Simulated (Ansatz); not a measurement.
# AsF3 (arsenic trifluoride): MP2/STO-3G

Aim: the electronic atomisation energy of AsF3 (arsenic trifluoride) at MP2/STO-3G, from 3 runs. 

The calculation is run with Ansatz 0.2.0.

37 further runs of the same task are left out: 10 that didn't finish, 27 set aside as unsound or not needed.

## 1. Starting point

The species is AsF3 (4 atoms), meant as a singlet with charge 0. As SMILES, `F[As](F)F`. The coordinates come from a PBE0-D4/def2-TZVP relaxation.

Bond lengths: F1–As2 1.715 Å, As2–F3 1.715 Å, As2–F4 1.715 Å. Angles: F1–As2–F3 95.9°, F1–As2–F4 95.9°, F3–As2–F4 95.9°.

## 2. The energy at MP2/STO-3G

The input, job.yaml:

```yaml
crystal:
  periodic: [false, false, false]
  atoms:
    - {symbol: F, position_ang: [-0.445870, 0.395590, 1.362650]}
    - {symbol: As, position_ang: [-0.461950, -0.457240, -0.125630]}
    - {symbol: F, position_ang: [1.203970, -0.865930, -0.112740]}
    - {symbol: F, position_ang: [-0.296160, 0.927580, -1.124280]}
basis:
  gaussian:
    orbitals: STO-3G
correlation:
  method: mp2
  frozen_orbitals: {As: 9, F: 1}
accuracy: high
```

On the command line:

```sh
$ ansatz run job.yaml --threads 1 --pin off --max-ram 3480MiB --events-out events.jsonl --progress --plain --runs-dir runs
```

The log of the run:

```text
Warning: RAYON_NUM_THREADS=1 ignored (pool sized by the plan → 1); use --threads N
Functional definition: HF
  name "HF"
  exchange = exact_x
  correlation = 0
564 factors; integrals over basis functions are off by at most 1.6e-8 eV
mean field evaluation 1: about -68117.2779 eV, gradient 2.4e1 eV
mean field evaluation 2: about -68117.4007 eV, gradient 2.4e1 eV
mean field evaluation 4: about -68120.6498 eV, gradient 1.8e0 eV
mean field evaluation 8: about -68120.6766 eV, gradient 2.3e-4 eV
mean field -68120.67659594 eV, -2503.3886910478 hartree, gradient 1.7e-8 eV, S^2 0.000000; 0 other end points of the search recorded, 0 dependent functions left out
12 core orbitals not correlated: weight in the atoms' cores, before any rotation towards them, 1.000 or more for the frozen orbitals, at most 0.000 for the correlated occupied ones
reference -68120.67659594 eV, -2503.3886910478 hartree; 18, 18 occupied and 3, 3 virtual orbitals, 564 factors
second order -2.19889549 eV of doubles, -0.00000000 eV of singles
Total energy: -68122.87549143 eV, -2503.4694989665 hartree
```

It took 0.28 s on 1 thread of Arm Neoverse V2, shared host.

## 3. The As atom, same level

The input, input.yaml:

```yaml
crystal:
  periodic: [false, false, false]
  atoms:
    - {symbol: As, position_ang: [0.000000, 0.000000, 0.000000]}
basis:
  gaussian:
    orbitals: STO-3G
magnetization:
  spin_polarized: true
  initial_magnetization: 3
correlation:
  method: mp2
  frozen_orbitals: {As: 9}
accuracy: high
```

Run the same way, it converges to -2209.26372 Eh (log not shown).

## 4. The F atom at the same level

The input, in.yaml:

```yaml
crystal:
  periodic: [false, false, false]
  atoms:
    - {symbol: F, position_ang: [0.000000, 0.000000, 0.000000]}
basis:
  gaussian:
    orbitals: STO-3G
magnetization:
  spin_polarized: true
  initial_magnetization: 1
correlation:
  method: mp2
  frozen_orbitals: {F: 1}
accuracy: high
```

Run the same way, it converges to -97.98651 Eh (log not shown).

## 5. Results

At MP2/STO-3G, 12 core orbitals frozen:

| quantity | value |
| --- | --- |
| molecule: total energy | -2503.46950 Eh |
| molecule: correlation energy (12 core orbitals frozen) | -80.8 mEh |
| As atom: total energy | -2209.26372 Eh |
| As atom: correlation energy (9 core orbitals frozen) | 0.0 mEh |
| As atom: ⟨S²⟩ of the reference determinant | 3.750 |
| F atom: total energy | -97.98651 Eh |
| F atom: correlation energy (1 core orbital frozen) | 0.0 mEh |
| F atom: ⟨S²⟩ of the reference determinant | 0.750 |
| electronic atomisation energy | 6.701 eV |

**Reading.** Taking the molecule apart into free atoms costs 6.70 eV (647 kJ/mol), before zero-point energy and without spin-orbit coupling. In a minimal basis such a difference can be off by several eV, whatever the method.
